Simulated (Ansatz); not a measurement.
# CoNiO2 (P4/mmm) in Ansatz: settings compared, part 2 of 2

Ansatz 0.2.0. Earlier steps stand in the parts before.

## 3. Elastic constants, PBEsol, collinear spin, ferromagnetic start

Input file input.yaml:

```yaml
crystal:
  lattice:
    - [3.014333, 0.0, 0.0]
    - [0.0, 3.014333, 0.0]
    - [0.0, 0.0, 4.222285]
  atoms:
    - { symbol: Ni, position: [0.0, 0.0, 0.0], spin: 1.0 }
    - { symbol: Co, position: [0.5, 0.5, 0.5], spin: 2.0 }
    - { symbol: O, position: [0.0, 0.0, 0.5] }
    - { symbol: O, position: [0.5, 0.5, 0.0] }
hamiltonian:
  xc: pbesol
  pseudopotentials: { kind: paw }
magnetization:
  spin_polarized: true
kpoints:
  mp_grid: { grid: [8, 8, 6] }
scf:
  occupations: { method: fermi_dirac, width: 0.05 }
output:
  forces: true
  stress: true
elastic:
  mode: clamped_ion
  stencil: two_point
```

Potentials or basis: Ansatz PAW.

The run is started by

```console
$ ansatz run input.yaml --threads 2 --pin off --max-ram 5632MiB --backend cpu --events-out ev --progress --plain --runs-dir out
```

The log of the run:

```text
Warning: RAYON_NUM_THREADS=2 ignored (pool sized by the plan → 2); use --threads N
Engine: ansatz 0.2.0, x86_64-unknown-linux-gnu
Pseudopotentials: kind: paw
Pseudopotential: Ni, paw, valence charge 18, recommended cutoff 420 eV (normal), Ni.paw.azcp
Pseudopotential: Co, paw, valence charge 17, recommended cutoff 420 eV (normal), Co.paw.azcp
Pseudopotential: O, paw, valence charge 6, recommended cutoff 420 eV (normal), O.paw.azcp
Functional definition: PBEsol
  exchange = pbesol_x
  correlation = pbesol_c
Crystal: 4 atoms, lattice volume = 38.365 Å³
Basis set: ecut = 420 eV, 727 PW (Γ), exchange–correlation on 48×48×60 points (8 copies of the dense FFT grid, shifted against one another)
Bands: 30, of which v1, the nominal top of the filled ones, is band 24 counted from 1 (23 counted from 0)
Symmetry: 16 space group operations
Space group: P4/mmm (ITA 123), of the structure as read, at distance tolerance 3.4e-5 Å
Magnetic group: BNS 123.339 (UNI 999), of the structure as read, at distance tolerance 3.4e-5 Å
k-points: 60 of 384
Non-local potential: Ni, projectors of the file, l = 0: 3, l = 1: 2, l = 2: 3, l = 3: 1
Non-local potential: Co, projectors of the file, l = 0: 3, l = 1: 2, l = 2: 3, l = 3: 1
Non-local potential: O, projectors of the file, l = 0: 2, l = 1: 2, l = 2: 1
PAW form: soft (Blöchl's): semilocal exchange-correlation on the pseudo side does not see the compensation charge
PAW frozen core: Ni, regenerated for the run's functional, and the local potential with it (the file was generated under x = pbe(κ = 0.804, μ = 0.2195149727645171), c = pbe(β = 0.06672455060314922))
PAW frozen core: Co, regenerated for the run's functional, and the local potential with it (the file was generated under x = pbe(κ = 0.804, μ = 0.2195149727645171), c = pbe(β = 0.06672455060314922))
PAW frozen core: O, regenerated for the run's functional, and the local potential with it (the file was generated under x = pbe(κ = 0.804, μ = 0.2195149727645171), c = pbe(β = 0.06672455060314922))
PAW one-centre angular grid: Ni, 590 points (default); XC on 64 Gauss nodes
PAW one-centre angular grid: Co, 590 points (default); XC on 64 Gauss nodes
PAW one-centre angular grid: O, 110 points (default); XC on 64 Gauss nodes
Initial density: superposition of atomic densities (chi_scale 0.1, normalization cell, long waves kept (reshape's long-wave potential 0.00 eV rms))
Starting moments: Σ|m| = 3 μB on 2 of 4 sites
Initial wavefunctions: pseudopotential atomic-orbital guess
Functional: x = pbesol(κ = 0.804, μ = 0.12345679012345678), c = pbesol(β = 0.046)
SCF 1 converged in 21 iterations: F = -12016.416568 eV  dr2 = 6.12e-8
a single point of the input's cell can leave the moments in the input for a lower state (scf.lower_state_search): this run first made a single point of its cell. This run's own SCFs start from the density of the state that the single point found, with the moments in the input. The single point stayed on the moments in the input.
Initial density: read from a saved state, or passed on in memory by an earlier SCF of this step, an earlier step, the calling program or the single point that the run made first
Stability of the state it starts from, as read at its close in the collinear treatment: not read negative (Ritz values of 1 − χ₀K, real part plus size of imaginary part, from 0.51 to 0.66, by its mixing steps under the symmetry group of the SCF that read it); its run was given moments
Starting moments: Σ|m| = 3 μB on 2 of 4 sites; this step starts from the density that it was given
iter 1 solved again at ethr=1.00e-8 eV; its pass at ethr=3.10e-3 eV (dr2=4.72e-6 eV) is discarded
SCF iter   1: F=—  HF=-12016.416571 eV  |F-HF|=—  |Δ(HF+E_count)|=         —  Δρ=2.10e-6 (↑5.81e-7 ↓2.10e-6)  dr2=6.53e-10  dr2_m=3.78e-10  M=4.551 μB ∫|m|=4.572 μB  β_m=0.65  ethr=1.00e-8  ⟨swp⟩=4.0  Hψ=24524  notcnv=0
preconditioner: auto → none  [metal: Δε(μ)=0.007 eV  Ē_g=10.636 eV  σ=0.050 eV  W_gap=0.03  n_scr=2 (ndim 8)  ℏωp=33.4 eV  f_vac=0.000  D(μ)=7.63/eV (n_scr^D=128)]
SCF iter   2: F=—  HF=-12016.416568 eV  |F-HF|=—  |Δ(HF+E_count)|=   2.64e-6  Δρ=1.59e-6 (↑1.44e-6 ↓1.59e-6)  dr2=2.57e-10  dr2_m=6.61e-10  M=4.551 μB ∫|m|=4.572 μB  β_m=0.65  ethr=1.39e-12  ⟨swp⟩=2.9  Hψ=8100  notcnv=0
[... 219 lines left out ...]
  E_local      = -7512.148757  (includes V_loc(G=0)·N_el)
  E_nonlocal   = 1209.955999
  E_hartree    = 3083.411097
  E_xc         = -380.001078
  E_vxc        = -490.401210  (∫ρ·V_xc dr)
  E_paw        = -3390.055980  (= ΣΔE_a)
  E_vpaw       = -1093.441916  (= ΣTr[D̂ρ^β])
  E_aug_tail   = 0.005484  (compensation charges beyond the density's cutoff)
  E_ewald      = -6094.705173
  E_core_change = 0.456284  (= ΣΔE_core)
  E_smearing   = -0.062012  (= −TS)
  E_closure    = -0.000000  (closes the sum)
  Σ components = -12016.416568   (vs F -12016.416568, Δ=0.00e0)
--- Forces (eV/Å), atoms counted from 1 ---
  atom   1  Ni     0.00000000     0.00000000     0.00000000
  atom   2  Co     0.00000000     0.00000000     0.00000000
  atom   3  O     -0.00000000     0.00000000     0.00000000
  atom   4  O     -0.00000000    -0.00000000     0.00000000
  max |Σ_I F_I| component: 3.31e-29 eV/Å
--- Stress (GPa, compression-positive) ---
      -12.371334       0.000000       0.000000
        0.000000     -12.371334       0.000000
        0.000000       0.000000     -11.008834
  P = ⅓ Tr σ = -11.9172 GPa (-119.172 kbar)
--- Band table (eV; the first three rows and the last of 120) ---
  k-point 0 ↑: bands = ["-90.2228", "-82.9804", "-50.8086", "-50.7384", "-50.7384", "-46.4700", "-46.4700", "-46.2265", "-6.5857", "-5.2522", "6.7335", "9.1884", "9.1884", "9.7247", "10.3957", "10.4435", "10.4654", "10.4654", "10.5653", "10.7730", "10.7730", "10.9377", "11.0129", "11.4531", "11.8958", "11.8958", "14.5269", "19.2372", "23.4697", "25.1010"]
  k-point 1 ↑: bands = ["-90.2228", "-82.9804", "-50.8086", "-50.7384", "-50.7384", "-46.4700", "-46.4700", "-46.2266", "-6.4870", "-5.3223", "6.6301", "9.1434", "9.1839", "9.1839", "9.7639", "10.0546", "10.0546", "10.4083", "10.8949", "10.9994", "11.1922", "11.1922", "11.3873", "11.6501", "11.9529", "11.9529", "15.2419", "19.3806", "23.5196", "25.2329"]
  k-point 2 ↑: bands = ["-90.2228", "-82.9804", "-50.8086", "-50.7384", "-50.7384", "-46.4700", "-46.4700", "-46.2267", "-6.2231", "-5.5302", "6.5828", "7.8467", "9.2101", "9.2101", "9.6255", "9.6255", "9.8530", "10.4357", "10.7987", "10.9706", "11.6144", "11.6144", "11.7746", "11.9355", "12.0587", "12.0587", "16.8209", "19.3442", "24.1697", "25.6420"]
  k-point 59 ↓: bands = ["-88.5466", "-80.0153", "-49.1543", "-49.1246", "-49.1246", "-43.5379", "-43.5379", "-43.4322", "-4.6889", "-4.5486", "7.8726", "7.8726", "7.9557", "7.9557", "8.3678", "8.4701", "12.7141", "12.7141", "13.0739", "13.2889", "13.2889", "13.6604", "13.7673", "14.2460", "14.3764", "15.1580", "21.9155", "22.5812", "23.9177", "23.9177"]
--- Elastic constants: 4 strain directions × 2 members + reference (group order 16) ---
  dense FFT box of the reference and of every strained cell: 24×24×30
  strains applied: 11, 33, 23, 12; error gains: componentwise 1.00 (the most a stress slope's error grows in a printed constant), spectral 1.41 (1 for all six strains in a standard setting)
  C = ∂σ_k/∂η_j (tension-positive GPa; Voigt order 11 22 33 23 13 12):
       144.033    111.928    136.111      0.000      0.000     -0.000
       111.928    144.033    136.111      0.000      0.000     -0.000
       137.441    137.441    141.648      0.000      0.000     -0.000
         0.000      0.000      0.000     21.644      0.000      0.000
         0.000      0.000      0.000      0.000     21.644      0.000
         0.000      0.000      0.000      0.000      0.000     -8.587
  reference stress σ⁰ (GPa):     12.371     12.371     11.009     -0.000     -0.000     -0.000
  C* (energy form; C + prestress term) asymmetry max|C*_kj − C*_jk| = 3.254e-2 GPa — a small one proves nothing (zero by symmetry where the batch's group is 432, −43m or m−3m); a large one is finite-difference/SCF noise where every solve meets its electron count
  moduli (Voigt/Reuss/Hill, GPa): K = 133.41/147.69/140.55   G = 9.89/-7.67/1.11   E = 3.33   ν = 0.496
  mechanically stable: NO (min eigenvalue of sym C = -8.59 GPa)
  strain η (Voigt 11):  stress-route row diagonal C_11 = 144.03 GPa, energy-path curvature d²(F+E_count+ΔE)/dδ²/Ω₀ = 147.33 GPa
         δ    σ_11 (GPa)             F (eV)   n_scf  n_hpsi   n_pw
    -2.000e-3      12.0831      -12016.4224383      21  190547    768
     2.000e-3      12.6592      -12016.4106262      21  195667    768
  strain η (Voigt 33):  stress-route row diagonal C_33 = 141.65 GPa, energy-path curvature d²(F+E_count+ΔE)/dδ²/Ω₀ = 143.34 GPa
         δ    σ_33 (GPa)             F (eV)   n_scf  n_hpsi   n_pw
    -2.000e-3      10.7217      -12016.4217846      23  112900    768
     2.000e-3      11.2883      -12016.4112872      15   86010    768
  strain η (Voigt 23):  stress-route row diagonal C_44 = 21.64 GPa, energy-path curvature d²(F+E_count+ΔE)/dδ²/Ω₀ = 18.57 GPa
         δ    σ_23 (GPa)             F (eV)   n_scf  n_hpsi   n_pw
    -2.000e-3      -0.0433      -12016.4165561      19  262286    768
     2.000e-3       0.0433      -12016.4165561      16  172659    768
  strain η (Voigt 12):  stress-route row diagonal C_66 = -8.59 GPa, energy-path curvature d²(F+E_count+ΔE)/dδ²/Ω₀ = -12.65 GPa
         δ    σ_12 (GPa)             F (eV)   n_scf  n_hpsi   n_pw
    -2.000e-3       0.0172      -12016.4165744      23  186524    768
     2.000e-3      -0.0172      -12016.4165744      17  139198    768
```

elastic_members.tsv:

```text
# convention: tension-positive GPa; Voigt order 11 22 33 23 13 12; engineering shear strains; stresses and constants hold the Pulay correction, whose part of sigma0, of c and of each member's stress the lines and columns named pulay_correction_..._gpa give (of c_energy it is that of c and, on the columns of strains 1 to 3, that of sigma0; of a layer's constants it is that of c in the plane, times a tenth of its plane spacing in ang); where a line pulay_correction_withheld stands none holds it
[... 31 lines left out ...]
5	2.0000000000e-3	1.2370707107e1	1.2370707107e1	1.1008404441e1	-0.0000000000e0	-0.0000000000e0	-1.7173692291e-2	-1.2016416574e4	-1.2016385569e4	17	139198	768	nan	nan	0.0000000000e0	-7.4475410584e-1	-7.4475410584e-1	-7.4333195420e-1	-0.0000000000e0	-0.0000000000e0	1.0386574936e-3	1.3025601079e-4	0.0000000000e0
```

Wall time 50 s (2 threads of Intel Xeon 6975P-C (Granite Rapids), shared host); peak memory 0.61 GiB.

Results:

| Quantity | Value |
| --- | --- |
| Free energy | -12016.4166 eV |
| Pressure | -11.9 GPa |
| Band gap on the k mesh | none (metal or under the smearing width) |
| Net moment | 4.55 μB per cell |
| Absolute moment | 4.57 μB per cell |
| Site moments | Ni +1.34; Co +2.43; O +0.31, +0.29 μB |
| Voigt bulk modulus | 133 GPa |

Elastic tensor in Voigt notation (GPa, ions clamped, in the Cartesian axes of the cell as first typed):
```
144 112 136   0   0   0
112 144 136   0   0   0
137 137 142   0   0   0
  0   0   0  22   0   0
  0   0   0   0  22   0
  0   0   0   0   0  -9
```

Caveat: the cell is more than 3 GPa from zero pressure, which shifts response properties; the elastic tensor has a negative eigenvalue, so either the cell is unstable as it stands or the mesh is too thin; the pressure holds a Pulay correction of +0.7 GPa for the finite cutoff; semilocal functionals often make such compounds metallic where correlation or magnetic order opens a gap, which also shifts bond lengths; the PAW data sets come from PBE, with cores solved anew for the run's functional, which leaves a small shift of forces and pressure. With open d or f shells a metallic result of PBEsol can be an artefact of self-interaction; +U or a hybrid may open a gap.

## 4. Band structure, PBE, collinear spin, ferromagnetic start

Changes to input.yaml since step 3:

```diff
@@ -11,3 +11,3 @@
 hamiltonian:
-  xc: pbesol
+  xc: pbe
   pseudopotentials: { kind: paw }
@@ -16,5 +16,12 @@
 kpoints:
-  mp_grid: { grid: [8, 8, 6] }
+  mp_grid: { grid: [9, 9, 6] }
+  band_path:
+    path:
+      - [[0.0, 0.0, 0.0], [0.0, 0.5, 0.0], [0.5, 0.5, 0.0], [0.0, 0.0, 0.0], [0.0, 0.0, 0.5], [0.0, 0.5, 0.5], [0.5, 0.5, 0.5], [0.0, 0.0, 0.5]]
+      - [[0.0, 0.5, 0.0], [0.0, 0.5, 0.5]]
+      - [[0.5, 0.5, 0.0], [0.5, 0.5, 0.5]]
+    npoints: 14
 scf:
   occupations: { method: fermi_dirac, width: 0.05 }
+  n_extra_bands: 10
 output:
@@ -22,4 +29,3 @@
   stress: true
-elastic:
-  mode: clamped_ion
-  stencil: two_point
+  eigenvalues: true
+  fatbands: false
```

The run is started by

```console
$ ansatz run input.yaml --threads 2 --pin off --max-ram 5632MiB --backend cpu --events-out ev --progress --plain --runs-dir out
```

Run time: 66 s. Hardware: 2 threads of Intel Xeon 6975P-C (Granite Rapids), shared host; peak memory 1.3 GiB.

The run converged. Its results:

* Free energy: -12097.7470 eV
* Pressure: -0.8 GPa
* Band gap on the k mesh: none (metal or under the smearing width)
* Net moment: 4.71 μB per cell
* Absolute moment: 4.73 μB per cell
* Site moments: Ni +1.49; Co +2.43; O +0.30 μB

Stress tensor (GPa, compression positive):
```
-1.11  0.00  0.16
 0.00 -1.73  0.00
 0.16  0.00  0.36
```

Levels at the corners of the path, in eV from the Fermi level:
Spin up:
| point | band 24 | band 25 | band 26 | band 27 | band 28 | band 29 |
| --- | --- | --- | --- | --- | --- | --- |
| Γ | -2.32 | -1.86 | -1.67 | 1.05 | 5.75 | 10.06 |
| X | -1.51 | -0.08 | 0.01 | 6.45 | 6.50 | 10.24 |
| M | -1.72 | -1.67 | -1.66 | 5.57 | 5.95 | 9.88 |
| Γ | -2.32 | -1.86 | -1.67 | 1.05 | 5.75 | 10.06 |
| Z | -1.61 | -1.60 | -1.52 | 4.84 | 5.01 | 12.68 |
| R | 0.08 | 0.15 | 0.32 | 5.18 | 5.21 | 9.27 |
| A | -1.67 | -1.39 | -1.17 | 7.85 | 8.25 | 10.01 |
| Z | -1.61 | -1.60 | -1.52 | 4.84 | 5.01 | 12.68 |
| X | -1.51 | -0.08 | 0.01 | 6.45 | 6.50 | 10.24 |
| R | 0.08 | 0.15 | 0.32 | 5.18 | 5.21 | 9.27 |
| M | -1.72 | -1.67 | -1.66 | 5.57 | 5.95 | 9.88 |
| A | -1.67 | -1.39 | -1.17 | 7.85 | 8.25 | 10.01 |
Spin down:
```csv
point,band 18,band 19,band 20,band 21,band 22,band 23,band 24,band 25
Γ,-1.58,-1.54,-1.27,-0.43,-0.28,-0.26,0.04,0.43
X,-0.78,-0.68,-0.35,-0.07,0.27,0.29,1.00,2.05
M,-2.44,-0.71,-0.34,-0.27,-0.01,0.17,0.35,0.90
Γ,-1.58,-1.54,-1.27,-0.43,-0.28,-0.26,0.04,0.43
Z,-1.60,-0.72,-0.71,-0.28,-0.20,0.27,0.43,0.46
R,-0.81,-0.70,-0.12,0.03,0.36,2.13,2.15,2.65
A,-1.02,-0.71,-0.44,-0.28,0.24,0.38,0.88,0.97
Z,-1.60,-0.72,-0.71,-0.28,-0.20,0.27,0.43,0.46
X,-0.78,-0.68,-0.35,-0.07,0.27,0.29,1.00,2.05
R,-0.81,-0.70,-0.12,0.03,0.36,2.13,2.15,2.65
M,-2.44,-0.71,-0.34,-0.27,-0.01,0.17,0.35,0.90
A,-1.02,-0.71,-0.44,-0.28,0.24,0.38,0.88,0.97
```

Caveat: the pressure holds a Pulay correction of +0.7 GPa for the finite cutoff; semilocal functionals often make such compounds metallic where correlation or magnetic order opens a gap, which also shifts bond lengths. With open d or f shells a metallic result of PBE can be an artefact of self-interaction; +U or a hybrid may open a gap.

## 5. Single point, PBE, collinear spin, ferromagnetic start, 9.02 Å³/atom (volume scaled by 0.94)

Input file input.yaml:

```yaml
crystal:
  lattice:
    - [2.9527987338, 0.0, 0.0]
    - [0.0, 2.9527987338, 0.0]
    - [0.0, 0.0, 4.136091733]
  atoms:
    - { symbol: Ni, position: [0.0, 0.0, 0.0], spin: 1.0 }
    - { symbol: Co, position: [0.5, 0.5, 0.5], spin: 2.0 }
    - { symbol: O, position: [0.0, 0.0, 0.5] }
    - { symbol: O, position: [0.5, 0.5, 0.0] }
hamiltonian:
  xc: pbe
  pseudopotentials: { kind: paw }
magnetization:
  spin_polarized: true
kpoints:
  mp_grid: { grid: [9, 9, 6] }
scf:
  occupations: { method: fermi_dirac, width: 0.05 }
output:
  forces: true
  stress: true
  eigenvalues: true
  write_density: true
  write_potential: true
  elf: true
  volumetric_format: npy
```

The run is started by

```console
$ ansatz run input.yaml --threads 2 --pin off --max-ram 5632MiB --backend cpu --events-out ev --progress --plain --runs-dir out
```

Wall time 6.8 s (2 threads of Intel Xeon 6975P-C (Granite Rapids), shared host); peak memory 0.49 GiB.

Results (log left out):

```yaml
Free_energy: -12097.7016 eV
Pressure: 7.8 GPa
Band_gap_on_the_k_mesh: none (metal or under the smearing width)
Net_moment: 4.09 μB per cell
Absolute_moment: 4.11 μB per cell
Site_moments: Ni +1.35; Co +2.10; O +0.24, +0.22 μB
```

Caveat: the pressure holds a Pulay correction of +0.8 GPa for the finite cutoff; semilocal functionals often make such compounds metallic where correlation or magnetic order opens a gap, which also shifts bond lengths.

## 6. Single point, PBE, collinear spin, ferromagnetic start, 9.21 Å³/atom (volume scaled by 0.96)

Changes to input.yaml since step 5:

```diff
@@ -2,5 +2,5 @@
   lattice:
-    - [2.9527987338, 0.0, 0.0]
-    - [0.0, 2.9527987338, 0.0]
-    - [0.0, 0.0, 4.136091733]
+    - [2.9735937763, 0.0, 0.0]
+    - [0.0, 2.9735937763, 0.0]
+    - [0.0, 0.0, 4.1652200993]
   atoms:
@@ -23,5 +23 @@
   eigenvalues: true
-  write_density: true
-  write_potential: true
-  elf: true
-  volumetric_format: npy
```

Potentials or basis: Ansatz PAW.

The run is started by

```console
$ ansatz run input.yaml --threads 2 --pin off --max-ram 5632MiB --backend cpu --events-out ev --progress --plain --runs-dir out
```

Wall time 8.3 s (2 threads of Intel Xeon 6975P-C (Granite Rapids), shared host); peak memory 0.51 GiB.

The run converged. Its results:

```yaml
Free_energy: -12097.7291 eV
Pressure: 3.8 GPa
Band_gap_on_the_k_mesh: none (metal or under the smearing width)
Net_moment: 4.22 μB per cell
Absolute_moment: 4.24 μB per cell
Site_moments: Ni +1.39; Co +2.17; O +0.25, +0.24 μB
```

Caveat: the pressure holds a Pulay correction of +0.8 GPa for the finite cutoff; semilocal functionals often make such compounds metallic where correlation or magnetic order opens a gap, which also shifts bond lengths.

## 7. Summary

```csv
task,level,k mesh,atoms under strain,points for each segment of the path,gap on the mesh (eV),pressure (GPa),moment (μB)
phonons,PBEsol,8 × 8 × 6,-,-,none,-,4.55
elastic constants,PBEsol,8 × 8 × 6,clamped,-,none,-11.9,4.55
band structure,PBE,9 × 9 × 6,-,14,none,-0.8,4.71
```

Alike in all rows: potentials or basis Ansatz PAW; spin collinear, ferromagnetic start; cell as given; cutoff (eV) 420; smearing fermi-dirac 0.05 eV.

Every run on the cell as given and a fine mesh finds a metal.

Caveats: semilocal functionals often make such compounds metallic where correlation or magnetic order opens a gap, which also shifts bond lengths; the PAW data sets come from PBE, with cores solved anew for the run's functional, which leaves a small shift of forces and pressure (some runs); some modes are imaginary (some runs); the cell is more than 3 GPa from zero pressure, which shifts response properties (some runs); the elastic tensor has a negative eigenvalue, so either the cell is unstable as it stands or the mesh is too thin (some runs).

Absolute energies hang on the potentials; compare differences alone.
